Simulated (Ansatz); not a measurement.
# One shape, several levels: triplet BGeH3Cl2

Wanted: a comparison of 3 runs (U-revPBE/cc-pVDZ, UBHLYP/cc-pVDZ, UBLYP/cc-pVDZ) of triplet BGeH3Cl2. 

The calculation is run with Ansatz 0.2.0.

72 further runs of the same task are left out: 72 set aside as unsound or not needed.

## (1) The molecule

BGeH3Cl2 has 7 atoms, charge 0, and is taken as a triplet. SMILES of the parent species: `Cl[B](Cl)[GeH3]`. Geometry: relaxed at PBE0-D4/def2-TZVP. That shape belongs to the parent species and isn't relaxed for this state.

Bond lengths: Cl1–B2 1.741 Å, B2–Cl3 1.743 Å, B2–Ge4 2.068 Å, Ge4–H5 1.538 Å, Ge4–H6 1.538 Å, Ge4–H7 1.535 Å. Angles: Cl1–B2–Cl3 118.5°, Cl1–B2–Ge4 121.7°, Cl3–B2–Ge4 119.8°, B2–Ge4–H5 109.4°, B2–Ge4–H6 109.3°, B2–Ge4–H7 111.8°, H5–Ge4–H6 107.9°, H5–Ge4–H7 109.2°, H6–Ge4–H7 109.2°.

## (2) The energy at U-revPBE/cc-pVDZ (run 1)

Contents of run.yaml:

```yaml
crystal:
  periodic: [false, false, false]
  atoms:
    - {symbol: Cl, position_ang: [1.749500, -1.428200, 1.208700]}
    - {symbol: B, position_ang: [0.206400, -1.021900, 0.511500]}
    - {symbol: Cl, position_ang: [-1.082400, -2.191800, 0.604700]}
    - {symbol: Ge, position_ang: [-0.123100, 0.798500, -0.412200]}
    - {symbol: H, position_ang: [-0.556200, 0.560600, -1.868300]}
    - {symbol: H, position_ang: [-1.266100, 1.534300, 0.306700]}
    - {symbol: H, position_ang: [1.133300, 1.680500, -0.396700]}
basis:
  gaussian: {orbitals: cc-pVDZ}
hamiltonian: {xc: {name: revPBE}}
accuracy: high
magnetization: {spin_polarized: true, initial_magnetization: 2}
output: {orbitals: {seedname: orbitals}}
```

The run is started by

```sh
$ ansatz run run.yaml --threads 1 --pin off --max-ram 3480MiB --events-out events.jsonl --progress --plain --runs-dir runs
```

Output:

```text
Warning: RAYON_NUM_THREADS=1 ignored (pool sized by the plan → 1); use --threads N
Functional definition: revPBE
  name "revPBE"
  parameter kappa = 1.245
  parameter beta = 0.06672455060314922
  exchange = pbe_x(kappa = kappa, mu = beta*pi^2/3)
  correlation = pbe_c(beta = beta)
2113 factors; integrals over basis functions are off by at most 4.4e-9 eV
mean field evaluation 1: about -82274.3651 eV, gradient 1.9e1 eV
mean field evaluation 2: about -82270.1329 eV, gradient 3.2e1 eV
mean field evaluation 4: about -82276.8680 eV, gradient 1.2e0 eV
mean field evaluation 8: about -82276.8745 eV, gradient 1.6e-1 eV
mean field evaluation 16: about -82276.8747 eV, gradient 2.3e-5 eV
mean field evaluation 32: about -82275.4057 eV, gradient 1.0e-1 eV
mean field -82276.87470805 eV, -3023.6193762521 hartree, gradient 4.3e-8 eV, S^2 2.003933; 2 other end points of the search recorded, 0 dependent functions left out
reference -82276.87471223 eV, -3023.6193764057 hartree; 38, 36 occupied and 54, 56 virtual orbitals, 2113 factors
Total energy: -82276.87471223 eV, -3023.6193764057 hartree
```

It took 20 s on 1 thread of Arm Neoverse V1, shared host; peak memory 0.33 GiB.

## (3) The energy at UBHLYP/cc-pVDZ (run 2)

Contents of in.yaml:

```yaml
crystal:
  periodic: [false, false, false]
  atoms:
    - {symbol: Cl, position_ang: [1.749500, -1.428200, 1.208700]}
    - {symbol: B, position_ang: [0.206400, -1.021900, 0.511500]}
    - {symbol: Cl, position_ang: [-1.082400, -2.191800, 0.604700]}
    - {symbol: Ge, position_ang: [-0.123100, 0.798500, -0.412200]}
    - {symbol: H, position_ang: [-0.556200, 0.560600, -1.868300]}
    - {symbol: H, position_ang: [-1.266100, 1.534300, 0.306700]}
    - {symbol: H, position_ang: [1.133300, 1.680500, -0.396700]}
basis:
  gaussian:
    orbitals: cc-pVDZ
magnetization:
  spin_polarized: true
  initial_magnetization: 2
accuracy: high
hamiltonian:
  xc: {name: BHLYP}
output: {orbitals: {seedname: orbitals}}
```

The run is started by

```sh
$ ansatz run in.yaml --threads 1 --pin off --max-ram 3480MiB --events-out events.jsonl --progress --plain --runs-dir runs
```

Output:

```text
Warning: RAYON_NUM_THREADS=1 ignored (pool sized by the plan → 1); use --threads N
Functional definition: BHLYP
  name "BHLYP"
  parameter a = 0.5
  exchange = (1 - a)*b88_x + a*exact_x
  correlation = lyp_c
2113 factors; integrals over basis functions are off by at most 4.4e-9 eV
mean field evaluation 1: about -82284.1763 eV, gradient 7.1e0 eV
mean field evaluation 2: about -82284.5900 eV, gradient 3.7e0 eV
mean field evaluation 4: about -82284.6939 eV, gradient 6.3e-1 eV
mean field evaluation 8: about -82284.7504 eV, gradient 9.6e-2 eV
mean field evaluation 16: about -82284.7506 eV, gradient 4.3e-4 eV
mean field evaluation 32: about -82283.6129 eV, gradient 7.4e0 eV
mean field -82284.75056266 eV, -3023.9088085705 hartree, gradient 9.2e-8 eV, S^2 2.007978; 2 other end points of the search recorded, 0 dependent functions left out
reference -82284.75059137 eV, -3023.9088096256 hartree; 38, 36 occupied and 54, 56 virtual orbitals, 2113 factors
Total energy: -82284.75059137 eV, -3023.9088096256 hartree
```

It took 29 s on 1 thread of Arm Neoverse V1, shared host; peak memory 0.56 GiB.

## (4) The energy at UBLYP/cc-pVDZ (run 3)

in.yaml: that of step 3 with these lines changed.

```diff
@@ -16,5 +16,6 @@
   initial_magnetization: 2
+hamiltonian:
+  xc: {name: BLYP}
 accuracy: high
-hamiltonian:
-  xc: {name: BHLYP}
-output: {orbitals: {seedname: orbitals}}
+output:
+  orbitals: {seedname: orbitals}
```

The run is started by

```sh
$ ansatz run in.yaml --threads 1 --pin off --max-ram 3480MiB --events-out events.jsonl --progress --plain --runs-dir runs
```

Output:

```text
Warning: RAYON_NUM_THREADS=1 ignored (pool sized by the plan → 1); use --threads N
Functional definition: BLYP
  name "BLYP"
  parameter beta = 0.0042
  parameter a = 0.04918
  parameter b = 0.132
  parameter c = 0.2533
  parameter d = 0.349
  exchange = b88_x(beta = beta)
  correlation = lyp_c(a = a, b = b, c = c, d = d)
2113 factors; integrals over basis functions are off by at most 4.4e-9 eV
mean field evaluation 1: about -82283.7386 eV, gradient 2.0e1 eV
mean field evaluation 2: about -82279.1491 eV, gradient 3.3e1 eV
mean field evaluation 4: about -82286.4794 eV, gradient 1.4e0 eV
mean field evaluation 8: about -82286.4873 eV, gradient 1.9e-1 eV
mean field evaluation 16: about -82286.4876 eV, gradient 2.8e-5 eV
mean field evaluation 32: about -82285.0681 eV, gradient 1.1e-1 eV
mean field -82286.48760108 eV, -3023.9726435550 hartree, gradient 4.9e-8 eV, S^2 2.003277; 2 other end points of the search recorded, 0 dependent functions left out
reference -82286.48765807 eV, -3023.9726456495 hartree; 38, 36 occupied and 54, 56 virtual orbitals, 2113 factors
Total energy: -82286.48765807 eV, -3023.9726456495 hartree
```

Run time: 20 s. Hardware: 1 thread of Arm Neoverse V1, shared host; peak memory 0.33 GiB.

## (5) All runs side by side

| run | level | energy (Eh) | HOMO energy (eV) | ⟨S²⟩ | wall time |
| --- | --- | --- | --- | --- | --- |
| 1 | U-revPBE/cc-pVDZ | -3023.619376 | -3.04 | 2.004 | 20 s |
| 2 | UBHLYP/cc-pVDZ | -3023.908810 | -5.13 | 2.008 | 29 s |
| 3 | UBLYP/cc-pVDZ | -3023.972646 | -2.80 | 2.003 | 20 s |

## (6) Outcome

| quantity | value |
| --- | --- |
| run 3: total energy | -3023.97265 Eh |
| run 3: HOMO energy (highest over α and β) | -2.80 eV |
| run 3: ⟨S²⟩ | 2.003 |

In words: Totals of different functionals can't be ranked against each other. All runs together took 68 s, the longest 29 s.
